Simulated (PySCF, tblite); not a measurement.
# C7H9O2−: a rotation path, then NMR shifts on frames

How do NMR shifts of C7H9O2− (`CCCc1ccc([O-])o1`) change as the atoms move?

The runs use tblite 0.8.0 and PySCF 2.14.0, with density-fitted response routines of our own; the level of theory stands in each step. All values are computed, except where a source is named. Atoms are numbered from 0 throughout.

### 1 Starting geometry

18 atoms, charge -1, multiplicity 1; geometry from: GFN2-xTB.

Bonds of the start (Å): C0–C1 1.52, C1–C2 1.54, C2–C3 1.49, C3–C4 1.36, C4–C5 1.41, C5–C6 1.39, C6–O7 1.24, C6–O8 1.40, O8–C3 1.38, C0–H9 1.09, C0–H10 1.09, C0–H11 1.09, C1–H12 1.09, C1–H13 1.10, C2–H14 1.10, C2–H15 1.09, C4–H16 1.08, C5–H17 1.07.

### 2 A band between two rotamers with GFN2-xTB

Job settings and geometry (Å):

```
{"job": {"kind": "neb", "xc": "GFN2-xTB", "basis": "xTB", "atoms": [8, 3, 2, 1], "turn": 120}, "charge": -1, "multiplicity": 1}
C      2.029601    -0.801596    -0.247107
C      1.680902     0.213398     0.832668
C      0.615420     1.210795     0.342988
C     -0.682109     0.547972     0.024128
C     -1.222836     0.122783    -1.150214
C     -2.453520    -0.498642    -0.856877
C     -2.633901    -0.443940     0.525098
O     -3.539704    -0.843429     1.277575
O     -1.517570     0.211161     1.066829
H      1.116733    -1.282979    -0.590429
H      2.497638    -0.309562    -1.099313
H      2.710749    -1.563089     0.132036
H      1.283862    -0.309410     1.704714
H      2.582853     0.755378     1.140372
H      0.461457     1.961997     1.125302
H      0.982895     1.718046    -0.554731
H     -0.782419     0.256675    -2.126684
H     -3.138809    -0.939239    -1.558013
```

Level: GFN2-xTB climbing-image nudged elastic band, gas phase.

On the command line:

```console
> OMP_NUM_THREADS=1 python probes_run.py task.json out
```

The driver reads the jobs from task.json and runs them one after another.

What it wrote:

```text
image   E - E0 / eV
  0       0.0000
  1       0.0311
  2       0.1006
  3       0.1293
  4       0.0942
  5       0.0530
  6       0.0293
  7       0.0118
  8       0.0049
```

Run time: 4.1 s. Hardware: 1 thread of Arm Neoverse V1, shared host; peak memory 0.18 GiB.

The final band, with the dihedral O8–C3–C2–C1:

| image | dihedral (°) | energy (eV) | energy (kcal/mol) |
| --- | --- | --- | --- |
| 0 | 79 | 0.000 | 0.0 |
| 1 | 103 | 0.031 | 0.7 |
| 2 | 127 | 0.101 | 2.3 |
| 3 | 151 | 0.129 | 3.0 |
| 4 | 178 | 0.094 | 2.2 |
| 5 | 203 | 0.053 | 1.2 |
| 6 | 228 | 0.029 | 0.7 |
| 7 | 253 | 0.012 | 0.3 |
| 8 | 277 | 0.005 | 0.1 |

### 3 Shielding tensors: image 0, PBE0/pcSseg-1

Job settings and geometry (Å):

```
{"job": {"kind": "nmr", "xc": "PBE0", "basis": "pcSseg-1", "pop": false}, "charge": -1, "multiplicity": 1}
C      2.029600    -0.801600    -0.247100
C      1.680900     0.213400     0.832700
C      0.615400     1.210800     0.343000
C     -0.682100     0.548000     0.024100
C     -1.222800     0.122800    -1.150200
C     -2.453500    -0.498600    -0.856900
C     -2.633900    -0.443900     0.525100
O     -3.539700    -0.843400     1.277600
O     -1.517600     0.211200     1.066800
H      1.116700    -1.283000    -0.590400
H      2.497600    -0.309600    -1.099300
H      2.710700    -1.563100     0.132000
H      1.283900    -0.309400     1.704700
H      2.582900     0.755400     1.140400
H      0.461500     1.962000     1.125300
H      0.982900     1.718000    -0.554700
H     -0.782400     0.256700    -2.126700
H     -3.138800    -0.939200    -1.558000
```

Method: GIAO PBE0/pcSseg-1 NMR shielding, non-relativistic, gas phase.

What it wrote:

```text
coarse grid: 15360 points
cycle   1  E = -421.8259498868  dE =  1.505e+00  |g| = 9.661e-01  |ddm| = 3.927e+00
cycle   2  E = -421.3627806395  dE =  4.632e-01  |g| = 1.753e+00  |ddm| = 4.270e+00
cycle   3  E = -421.9957982688  dE = -6.330e-01  |g| = 3.790e-01  |ddm| = 3.669e+00
cycle   4  E = -422.0267813355  dE = -3.098e-02  |g| = 1.112e-01  |ddm| = 4.664e-01
cycle   5  E = -422.0285980102  dE = -1.817e-03  |g| = 5.015e-02  |ddm| = 1.036e-01
cycle   6  E = -422.0290885364  dE = -4.905e-04  |g| = 1.508e-02  |ddm| = 5.140e-02
cycle   7  E = -422.0291354351  dE = -4.690e-05  |g| = 5.024e-03  |ddm| = 1.879e-02
cycle   8  E = -422.0291414645  dE = -6.029e-06  |g| = 1.058e-03  |ddm| = 5.793e-03
final grid: 149224 points
cycle   9  E = -422.1048219375  dE = -2.693e-05  |g| = 1.517e-02  |ddm| = 3.867e-02
cycle  10  E = -422.1047483715  dE =  7.357e-05  |g| = 2.470e-02  |ddm| = 3.201e-02
cycle  11  E = -422.1048662098  dE = -1.178e-04  |g| = 2.331e-03  |ddm| = 2.258e-02
cycle  12  E = -422.1048673748  dE = -1.165e-06  |g| = 4.234e-04  |ddm| = 2.608e-03
cycle  13  E = -422.1048673996  dE = -2.482e-08  |g| = 2.192e-04  |ddm| = 4.957e-04
cycle  14  E = -422.1048674083  dE = -8.638e-09  |g| = 5.598e-05  |ddm| = 2.147e-04
cycle  15  E = -422.1048674089  dE = -5.972e-10  |g| = 2.194e-05  |ddm| = 6.942e-05
converged SCF energy = -422.1048674089

GIAO shielding tensors (ppm)
atom      isotropic    diamagn.    paramagn.     s11        s22        s33       span
  0 C      172.802     247.398     -74.596    159.010    174.433    184.963     25.953
  1 C      160.730     247.611     -86.881    154.064    157.261    170.864     16.800
  2 C      149.816     244.805     -94.989    139.099    150.061    160.287     21.188
  3 C       62.621     254.878    -192.258      6.862     75.868    105.132     98.269
  4 C       68.836     253.753    -184.916    -25.507     82.672    149.344    174.851
  5 C      119.643     257.044    -137.401     81.405    127.987    149.536     68.131
  6 C       10.141     241.176    -231.035    -74.413     46.059     58.778    133.192
  7 O       76.072     398.027    -321.955    -55.818     -5.239    289.273    345.091
  8 O       45.842     406.176    -360.334   -113.791     66.428    184.888    298.678
  9 H       29.829      30.941      -1.113     24.372     30.481     34.633     10.261
 10 H       31.772      30.911       0.861     28.200     28.990     38.125      9.925
 11 H       31.325      29.449       1.876     26.831     28.610     38.534     11.703
 12 H       30.379      31.640      -1.262     25.813     29.714     35.608      9.795
 13 H       30.922      30.735       0.187     26.200     29.243     37.322     11.121
 14 H       28.818      29.857      -1.038     24.029     28.114     34.312     10.283
 15 H       30.121      31.727      -1.606     25.631     29.688     35.043      9.412
 16 H       25.987      34.315      -8.328     24.546     24.973     28.444      3.898
 17 H       28.202      32.359      -4.157     25.176     28.249     31.180      6.004
```

Run time: 27 s. Hardware: 1 thread of Arm Neoverse V1, shared host; peak memory 0.87 GiB.

The references, computed at this level on geometries of the same kind, shield at (ppm): 1H TMS 31.72, 13C TMS 186.9, 17O H2O 336.1. Their shielding less the atom's gives the shift. The references are single molecules in the gas phase, so shifts against H2O, NH3, PH3, H3PO4 or CFCl3 are not on the usual liquid scales and can be off by tens of ppm. Each atom is listed at this fixed geometry, with no averaging over motion; a spectrum would average atoms that exchange fast.

| atoms | environment | σ (ppm) | δ (ppm) |
| --- | --- | --- | --- |
| C6 | substituted aromatic carbon next to the ring oxygen | 10.1 | 176.8 |
| C3 | substituted aromatic carbon next to the ring oxygen | 62.6 | 124.3 |
| C4 | aromatic CH | 68.8 | 118.1 |
| C5 | aromatic CH | 119.6 | 67.3 |
| C2 | sp3 CH2 on an aromatic ring | 149.8 | 37.1 |
| C1 | sp3 CH2 | 160.7 | 26.2 |
| C0 | methyl carbon | 172.8 | 14.1 |
| H16 | hydrogen on an aromatic CH | 25.99 | 5.73 |
| H17 | hydrogen on an aromatic CH | 28.20 | 3.52 |
| H14 | hydrogen on an sp3 CH2 on an aromatic ring | 28.82 | 2.90 |
| H9 | hydrogen on a methyl carbon | 29.83 | 1.89 |
| H15 | hydrogen on an sp3 CH2 on an aromatic ring | 30.12 | 1.60 |
| H12 | hydrogen on an sp3 CH2 | 30.38 | 1.34 |
| H13 | hydrogen on an sp3 CH2 | 30.92 | 0.80 |
| H11 | hydrogen on a methyl carbon | 31.32 | 0.39 |
| H10 | hydrogen on a methyl carbon | 31.77 | -0.05 |
| O8 | aromatic ring oxygen | 45.8 | 290.2 |
| O7 | oxygen bonded to C | 76.1 | 260.0 |

Ring of atoms C3, C4, C5, C6, O8: NICS(0) -8.9, NICS(1) -6.2, NICS(1)zz -14.9 ppm (means of both faces).

### 4 NMR shieldings: image 1, PBE0/pcSseg-1

Job settings and geometry (Å):

```
{"job": {"kind": "nmr", "xc": "PBE0", "basis": "pcSseg-1", "pop": false}, "charge": -1, "multiplicity": 1}
C      2.096600    -0.686700    -0.405300
C      1.704200     0.153700     0.801900
C      0.587200     1.157200     0.459200
C     -0.703800     0.505200     0.087100
C     -1.124900    -0.146900    -1.032100
C     -2.438800    -0.600200    -0.799700
C     -2.801900    -0.197500     0.485200
O     -3.842500    -0.330900     1.152500
O     -1.707100     0.486400     1.032800
H      1.215400    -1.192800    -0.790000
H      2.501100    -0.053700    -1.194400
H      2.843900    -1.434100    -0.140000
H      1.352500    -0.502900     1.600300
H      2.581800     0.696900     1.172100
H      0.403600     1.785100     1.335100
H      0.939100     1.801800    -0.355900
H     -0.559700    -0.271600    -1.942700
H     -3.055300    -1.162500    -1.477700
```

With the program's defaults for keys left out, this is: GIAO PBE0/pcSseg-1 NMR shielding, non-relativistic, gas phase.

What it wrote:

```text
coarse grid: 15360 points
cycle   1  E = -421.8233754631  dE =  1.507e+00  |g| = 9.662e-01  |ddm| = 3.927e+00
cycle   2  E = -421.3704130134  dE =  4.530e-01  |g| = 1.737e+00  |ddm| = 4.269e+00
cycle   3  E = -421.9941904668  dE = -6.238e-01  |g| = 3.754e-01  |ddm| = 3.666e+00
cycle   4  E = -422.0243297545  dE = -3.014e-02  |g| = 1.102e-01  |ddm| = 4.571e-01
cycle   5  E = -422.0260990621  dE = -1.769e-03  |g| = 5.017e-02  |ddm| = 1.031e-01
cycle   6  E = -422.0265919874  dE = -4.929e-04  |g| = 1.475e-02  |ddm| = 5.102e-02
cycle   7  E = -422.0266369371  dE = -4.495e-05  |g| = 5.068e-03  |ddm| = 1.893e-02
cycle   8  E = -422.0266431269  dE = -6.190e-06  |g| = 1.019e-03  |ddm| = 5.835e-03
final grid: 149224 points
cycle   9  E = -422.1022059019  dE = -3.033e-05  |g| = 1.492e-02  |ddm| = 3.704e-02
cycle  10  E = -422.1021345834  dE =  7.132e-05  |g| = 2.423e-02  |ddm| = 3.180e-02
cycle  11  E = -422.1022490309  dE = -1.144e-04  |g| = 2.350e-03  |ddm| = 2.235e-02
cycle  12  E = -422.1022502001  dE = -1.169e-06  |g| = 4.522e-04  |ddm| = 2.675e-03
cycle  13  E = -422.1022502290  dE = -2.885e-08  |g| = 2.326e-04  |ddm| = 5.453e-04
cycle  14  E = -422.1022502388  dE = -9.772e-09  |g| = 5.667e-05  |ddm| = 2.213e-04
cycle  15  E = -422.1022502394  dE = -6.117e-10  |g| = 2.470e-05  |ddm| = 7.553e-05
converged SCF energy = -422.1022502394

GIAO shielding tensors (ppm)
atom      isotropic    diamagn.    paramagn.     s11        s22        s33       span
  0 C      172.217     248.014     -75.797    158.235    174.022    184.392     26.157
  1 C      159.587     247.006     -87.419    151.509    155.823    171.428     19.919
  2 C      151.379     245.119     -93.740    142.104    150.639    161.394     19.289
  3 C       61.032     254.441    -193.410      6.761     72.043    104.291     97.530
  4 C       69.451     253.737    -184.286    -20.622     78.269    150.705    171.327
  5 C      117.939     256.351    -138.412     77.564    126.986    149.267     71.703
  6 C       11.398     241.537    -230.139    -73.082     47.713     59.563    132.645
  7 O       81.460     397.487    -316.027    -48.566     -0.503    293.450    342.016
  8 O       38.130     405.490    -367.360   -118.777     69.849    163.319    282.096
  9 H       29.492      31.508      -2.016     23.736     29.701     35.039     11.303
 10 H       31.638      31.077       0.561     28.389     28.706     37.820      9.430
 11 H       31.290      29.547       1.743     26.716     28.501     38.654     11.938
 12 H       30.781      31.561      -0.781     26.278     29.882     36.183      9.905
 13 H       30.828      30.609       0.219     25.774     29.447     37.262     11.488
 14 H       29.051      30.380      -1.329     24.137     28.991     34.026      9.889
 15 H       29.622      31.241      -1.619     24.705     29.109     35.053     10.349
 16 H       26.054      34.241      -8.187     24.313     24.588     29.262      4.949
 17 H       28.095      32.188      -4.093     25.066     28.317     30.903      5.837
```

Wall time 27 s (1 thread of Arm Neoverse V1, shared host); peak memory 0.89 GiB.

In short: δ C6 175.5, C3 125.9, C4 117.5, C5 69.0, H16 5.66, H17 3.62 ppm.

[end of part 1 of 2]
